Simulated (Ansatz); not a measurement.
# BH₆NOSi: one species, many methods

An exercise on one series of results from a longer session: the logs are not shown, and one member is left open.

Program: Ansatz 0.2.0, Gaussian basis. Level of theory: functionals in def2-TZVPP, the program's frozen cores in correlated methods. These are calculated values, not measurements.

Plan: LDA (SPW92), PBE-D4, revPBE-D4, BLYP-D4, r2SCAN-D4, B97M-V, PBE0-D4, B3LYP-D4, r2SCANh-D4, r2SCAN0-D4, HSE06-D4, BHLYP-D4, CAM-B3LYP-D4, LC-ωPBE, ωB97X-V, ωB97M-V, B2PLYP, PBE-QIDH; CCSD(T)/def2-SVP; CCSD(T)/def2-TZVPP; CCSD(T)/def2-QZVPP; extrapolation to the limit; RPA on PBE.

### The relaxed structure

All runs share one geometry, relaxed beforehand with PBE0-D4 in a triple-zeta def2 set.

SMILES `NBO[SiH3]`, 10 atoms, charge 0, spin multiplicity 1.

Atoms are counted from 1 here; the program's logs count them from 0.

Bond lengths: N1–B2 1.395 Å, N1–H5 1.003 Å, N1–H6 1.006 Å, B2–O3 1.370 Å, B2–H7 1.202 Å, O3–Si4 1.641 Å, Si4–H8 1.485 Å, Si4–H9 1.485 Å, Si4–H10 1.487 Å. Angles: B2–N1–H5 122.6°, B2–N1–H6 122.7°, H5–N1–H6 114.7°, N1–B2–O3 119.4°, N1–B2–H7 119.7°, O3–B2–H7 120.9°, B2–O3–Si4 132.6°, O3–Si4–H8 108.9°, O3–Si4–H9 108.9°, O3–Si4–H10 110.8°, H8–Si4–H9 109.1°, H8–Si4–H10 109.6°, H9–Si4–H10 109.6°.

As a file:

| atom | x (Å) | y (Å) | z (Å) |
| --- | --- | --- | --- |
| N1 | -1.38614 | 1.60383 | -0.34653 |
| B2 | -0.20503 | 0.86261 | -0.30064 |
| O3 | -0.22875 | -0.40774 | 0.21266 |
| Si4 | 0.93627 | -1.54514 | 0.41854 |
| H5 | -1.42503 | 2.53733 | -0.71196 |
| H6 | -2.26575 | 1.24443 | -0.01586 |
| H7 | 0.81740 | 1.34415 | -0.71060 |
| H8 | 1.02710 | -1.88418 | 1.86099 |
| H9 | 0.56038 | -2.76192 | -0.34441 |
| H10 | 2.25256 | -1.04457 | -0.05930 |

The first run:

File in.yaml:

```yaml
crystal:
  periodic: [false, false, false]
  atoms:
    - {symbol: N, position_ang: [-1.386144, 1.603828, -0.346526]}
    - {symbol: B, position_ang: [-0.205027, 0.862614, -0.300643]}
    - {symbol: O, position_ang: [-0.228749, -0.407736, 0.212655]}
    - {symbol: Si, position_ang: [0.936265, -1.545140, 0.418542]}
    - {symbol: H, position_ang: [-1.425027, 2.537325, -0.711958]}
    - {symbol: H, position_ang: [-2.265752, 1.244429, -0.015855]}
    - {symbol: H, position_ang: [0.817399, 1.344154, -0.710596]}
    - {symbol: H, position_ang: [1.027099, -1.884184, 1.860988]}
    - {symbol: H, position_ang: [0.560378, -2.761924, -0.344408]}
    - {symbol: H, position_ang: [2.252558, -1.044566, -0.059301]}
basis:
  gaussian: {orbitals: def2-TZVPP}
hamiltonian: {xc: lda}
output: {orbitals: {seedname: orbitals}}
```

The run is started by

```sh
> ansatz run in.yaml --threads 2 --pin off --events-out ev --progress --plain --max-ram 22528MiB --backend cpu
```

Steps of the session up to this table: LDA; PBE-D4 (GGA); revPBE-D4 (GGA); BLYP-D4 (GGA); r2SCAN-D4 (meta-GGA); B97M-V (meta-GGA); B3LYP-D4 (hybrid); r2SCANh-D4 (hybrid); r2SCAN0-D4 (hybrid); HSE06-D4 (hybrid); BHLYP-D4 (hybrid); CAM-B3LYP-D4 (range-separated); LC-ωPBE (range-separated); ωB97X-V (range-separated); ωB97M-V (range-separated); B2PLYP (double hybrid); PBE-QIDH (double hybrid).

One table of the session follows, with a row left open; its other results are not shown here.

It belongs to the step «Frontier levels by functional». 

```
  functional  HOMO (eV)  LUMO (eV)  gap (eV)
 LDA (SPW92)      -6.72      -0.65      6.07
      PBE-D4          ?          ?         ?
   revPBE-D4      -6.49      -0.28      6.21
     BLYP-D4      -6.42      -0.27      6.15
   r2SCAN-D4      -6.84       0.07      6.92
      B97M-V      -6.96      -0.23      6.72
     PBE0-D4      -7.95       0.47      8.42
    B3LYP-D4      -7.70       0.24      7.94
  r2SCANh-D4      -7.37       0.36      7.73
  r2SCAN0-D4      -8.16       0.76      8.93
    HSE06-D4      -7.54       0.10      7.64
    BHLYP-D4      -9.26       1.28     10.55
CAM-B3LYP-D4      -9.37       1.41     10.78
     LC-ωPBE     -10.78       2.62     13.40
     ωB97X-V     -10.40       2.45     12.85
     ωB97M-V     -10.32       2.07     12.39
```

**Question.** Estimate the row for PBE-D4.

As computed: HOMO (eV): -6.55; LUMO (eV): -0.39; gap (eV): 6.16. In the column «HOMO (eV)» it lies between LDA (SPW92) (-6.72) and revPBE-D4 (-6.49).
